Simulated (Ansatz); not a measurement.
# Sn3Te under changes of volume

One of the cells (28.798 Å³/atom); the others are scaled copies at fixed shape and fractional positions:

```
CELL_PARAMETERS angstrom
4.86562 0.00000 0.00000
0.00000 4.86562 0.00000
0.00000 0.00000 4.86562
ATOMIC_POSITIONS crystal
Te 0.00000 0.00000 0.00000
Sn 0.00000 0.50000 0.50000
Sn 0.50000 0.00000 0.50000
Sn 0.50000 0.50000 0.00000
```

The cell comes from a database or a generator and needn't be the stable form of this composition.

* Program: Ansatz 0.2.0
* Functional: r2SCAN
* Potentials or basis: Ansatz PAW
* Cutoff: 500 eV (not typed: the program's choice for these potentials)
* k mesh: 6 × 6 × 6
* Occupations: fermi-dirac, width 0.05 eV
* Spin: no spin polarisation

| volume (Å³/atom) | energy over the lowest point (meV/atom) | pressure (GPa) |
| --- | --- | --- |
| 27.070 | ? | ? |
| 27.646 | 4.66 | 1.6 |
| 28.222 | 0.65 | 0.6 |
| 28.798 | 0.00 | -0.3 |
| 29.373 | 2.48 | -1.1 |
| 29.949 | 7.86 | -1.9 |
| 30.525 | 15.88 | -2.6 |

Question: What does the run at 27.070 Å³/atom give?

Answer: Energy over the lowest point 12.35 meV/atom; pressure 2.7 GPa.

Worked out: A Birch-Murnaghan fit of order 3 (a polynomial in V^(-2/3)) to the other rows has its minimum at 28.62 Å³/atom with B0 = V·E''(V) = 44 GPa and B' = 3.0. It gives 12.34 meV/atom at 27.070 Å³/atom, against the run's 12.35, and -dE/dV = 2.7 GPa, against 2.7.

Energies are extrapolated to zero smearing.

Caveats: the PAW data sets come from PBE, with cores solved anew for the run's functional, which leaves a small shift of forces and pressure.
